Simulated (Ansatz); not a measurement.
**GeH2Br2: one species, many methods**

An exercise on one series of results from a longer session: the logs are not shown, and one member is left open.

Computed with Ansatz 0.2.0, Gaussian basis. Level: functionals in def2-TZVPP, the program's frozen cores in correlated methods.

Levels to be run: LDA (SPW92), PBE-D4, revPBE-D4, BLYP-D4, r2SCAN-D4, B97M-V, PBE0-D4, B3LYP-D4, r2SCANh-D4, r2SCAN0-D4, HSE06-D4, BHLYP-D4, CAM-B3LYP-D4, LC-ωPBE, ωB97X-V, ωB97M-V, B2PLYP, PBE-QIDH; CCSD(T)/def2-SVP; CCSD(T)/def2-TZVPP; MP2/def2-QZVPP; extrapolation to the limit; RPA on PBE.

**The relaxed structure**

All runs share one geometry, relaxed beforehand with PBE0-D4 in a triple-zeta def2 set.

SMILES `[Br][GeH2][Br]`, 5 atoms, charge 0, spin multiplicity 1.

Atoms are counted from 1 here; the program's logs count them from 0.

Bond lengths: Br1–Ge2 2.295 Å, Ge2–Br3 2.295 Å, Ge2–H4 1.529 Å, Ge2–H5 1.529 Å. Angles: Br1–Ge2–Br3 109.1°, Br1–Ge2–H4 108.1°, Br1–Ge2–H5 108.1°, Br3–Ge2–H4 108.1°, Br3–Ge2–H5 108.1°, H4–Ge2–H5 115.1°.

The first run:

in.yaml reads:

```yaml
crystal:
  periodic: [false, false, false]
  atoms:
    - {symbol: Br, position_ang: [-0.832853, 0.417492, 1.958691]}
    - {symbol: Ge, position_ang: [-0.101294, 0.007794, -0.177726]}
    - {symbol: Br, position_ang: [2.082003, -0.695694, -0.102870]}
    - {symbol: H, position_ang: [-0.151423, 1.321903, -0.958176]}
    - {symbol: H, position_ang: [-0.946633, -1.125094, -0.761218]}
basis:
  gaussian: {orbitals: def2-TZVPP}
hamiltonian: {xc: lda}
output: {orbitals: {seedname: orbitals}}
```

Among the steps run: LDA; PBE-D4 (GGA); revPBE-D4 (GGA); BLYP-D4 (GGA); r2SCAN-D4 (meta-GGA); B97M-V (meta-GGA); PBE0-D4 (hybrid); B3LYP-D4 (hybrid); r2SCANh-D4 (hybrid); r2SCAN0-D4 (hybrid); HSE06-D4 (hybrid); BHLYP-D4 (hybrid); CAM-B3LYP-D4 (range-separated); LC-ωPBE-D4 (range-separated; the results give it without D4); ωB97X-V (range-separated); ωB97M-V (range-separated); B2PLYP (double hybrid); PBE-QIDH (double hybrid).

One of the session's tables, all rows but one given; the rest of the session is left out.

It belongs to the step «Frontier levels by functional». 

| functional | HOMO (eV) | gap (eV) |
| --- | --- | --- |
| LDA (SPW92) | -7.35 | 4.91 |
| PBE-D4 | -7.23 | 5.06 |
| revPBE-D4 | -7.19 | 5.11 |
| BLYP-D4 | -7.06 | 4.94 |
| r2SCAN-D4 | -7.58 | 5.64 |
| B97M-V | -7.67 | 5.78 |
| PBE0-D4 | -8.52 | 7.25 |
| B3LYP-D4 | -8.24 | 6.67 |
| r2SCANh-D4 | -8.04 | 6.43 |
| r2SCAN0-D4 | -8.74 | 7.60 |
| HSE06-D4 | -8.12 | 6.48 |
| BHLYP-D4 | -9.61 | 9.28 |
| CAM-B3LYP-D4 | -9.80 | 9.52 |
| LC-ωPBE | -11.20 | 12.14 |
| ωB97X-V | ? | ? |
| ωB97M-V | -10.69 | 11.35 |

Estimate the missing values for ωB97X-V.

**Answer.** HOMO (eV): -10.84; gap (eV): 11.67. In the column «HOMO (eV)» it lies between LC-ωPBE (-11.20) and ωB97M-V (-10.69).
